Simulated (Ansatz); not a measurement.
# AsI3: small, medium and large basis sets

How large a basis does AsI3 need? Two functionals are run in growing sets.

Program: Ansatz 0.2.0, Gaussian basis. Level of theory: one geometry, several basis sets. These are calculated values, not measurements.

The runs, in order: PBE0-D4/def2-SVP; ωB97M-V/def2-SVP; PBE0-D4/def2-QZVPP; ωB97M-V/def2-QZVPP; the functionals' def2-TZVPP values are taken from earlier runs.

1 further run of the same task is left out (for a known fault of the program).

### 1 Structure used throughout

The geometry comes from an earlier relaxation with PBE0-D4 in a triple-zeta def2 set; it is a stationary point. I takes the def2 core potential; no spin-orbit term is included.

SMILES `I[As](I)I`, 4 atoms, charge 0, spin multiplicity 1.

Atoms are counted from 1 here; the program's logs count them from 0.

Bond lengths: I1–As2 2.551 Å, As2–I3 2.551 Å, As2–I4 2.551 Å. Angles: I1–As2–I3 101.2°, I1–As2–I4 101.2°, I3–As2–I4 101.2°.

### 2 PBE0-D4 in def2-SVP

in.yaml

```yaml
crystal:
  periodic: [false, false, false]
  atoms:
    - {symbol: I, position_ang: [0.807203, 0.749741, 2.013557]}
    - {symbol: As, position_ang: [-0.790147, -0.214265, 0.273223]}
    - {symbol: I, position_ang: [0.629921, -2.085466, -0.722504]}
    - {symbol: I, position_ang: [-0.646979, 1.549991, -1.564266]}
basis:
  gaussian: {orbitals: def2-SVP}
hamiltonian: {xc: pbe0, dispersion: d4}
output: {orbitals: {seedname: orbitals}}
```

Launch:

```bash
> ansatz run in.yaml --threads 4 --pin off --events-out ev --progress --plain --max-ram 10444MiB
```

Further steps of the session: ωB97M-V in def2-SVP; PBE0-D4 in def2-QZVPP; ωB97M-V in def2-QZVPP.

Q: Predict the results of all the runs planned. Wanted: PBE0-D4: double and triple zeta above quadruple; ωB97M-V: double and triple zeta above quadruple.

The runs gave:

| quantity | value |
| --- | --- |
| PBE0-D4: double and triple zeta above quadruple | 9.83, 1.44 eV |
| ωB97M-V: double and triple zeta above quadruple | 9.83, 1.40 eV |

In words: For PBE0-D4 the step from double to triple zeta gains 8.39 eV and the next only 1.44 eV. These are total energies; as a rule much of such shifts cancels in differences, which this series doesn't test.
